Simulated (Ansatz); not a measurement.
This script makes the interaction energy of a dimer with the counterpoise correction of Br₂Si, SMILES Br[Si]Br with Ansatz 0.2.0 through its Python package.

`br2si.py`
```python
"""Interaction energy of two Br2Si molecules, with the counterpoise correction."""

import ansatz as az

FIRST = [
    ("Br", (0.9724, 1.4266, 0.6786)),
    ("Si", (-0.7118, 0.3656, -0.3469)),
    ("Br", (-0.2607, -1.7922, -0.3318)),
]
SECOND = [
    ("Br", (2.4582, -1.2567, 2.0101)),
    ("Si", (4.5578, -0.7749, 1.399)),
    ("Br", (5.6239, -0.0239, 3.1765)),
]

def energy(atoms, ghosts=()):
    molecule = az.Crystal.molecule()
    for symbol, xyz in atoms:
        molecule = molecule.atom(symbol, xyz)
    calc = (
        molecule.calculation()
        .basis(gaussian="def2-SVP")
        .functional("PBE")
    )
    deck = calc.input()
    if ghosts:
        deck = deck.set(az.key.basis.gaussian.ghost_atoms, [{"symbol": s, "position_ang": list(xyz)} for s, xyz in ghosts])
    return az.Session.from_dict(deck).plan().execute().report["free_energy_ev"]


def main() -> None:
    # ghost atoms carry the functions of the partner
    both = energy(FIRST + SECOND)
    alone = energy(FIRST) + energy(SECOND)
    ghosted = energy(FIRST, SECOND) + energy(SECOND, FIRST)
    print(f"dimer {both:.6f} eV")
    print(f"interaction, uncorrected   {(both - alone):8.3f} eV")
    print(f"interaction, counterpoise  {(both - ghosted):8.3f} eV")
    print(f"basis-set superposition    {(alone - ghosted):8.3f} eV")


if __name__ == "__main__":
    main()
```

How large is the interaction at this pose, and how much of it is basis-set superposition?

Uncorrected it is 0.124 eV, with the counterpoise correction 0.182 eV; the difference, 0.06 eV, is the superposition error. In this basis both values are repulsive.

The run itself:

`python br2si.py` gives:
```text
dimer -295854.574425 eV
interaction, uncorrected      0.124 eV
interaction, counterpoise     0.182 eV
basis-set superposition       0.058 eV
```

What to keep in mind:
- These settings explore the input space; basis and method may be short of convergence.
- The dimer is a generated trial pose of unrelaxed monomers, not a minimum, so the figure is no binding energy, and the basis set is small.
- This level lacks the dispersion part of the attraction (electrostatics and induction are there), which can decide the sign where the interaction is weak.
- Timing: 8.9 s on 1 thread of Intel(R) Xeon(R) 6975P-C (Granite Rapids) (shared host), peak memory 0.32 GiB.

(Lines on the test bed's own set-up are left out of the output.)
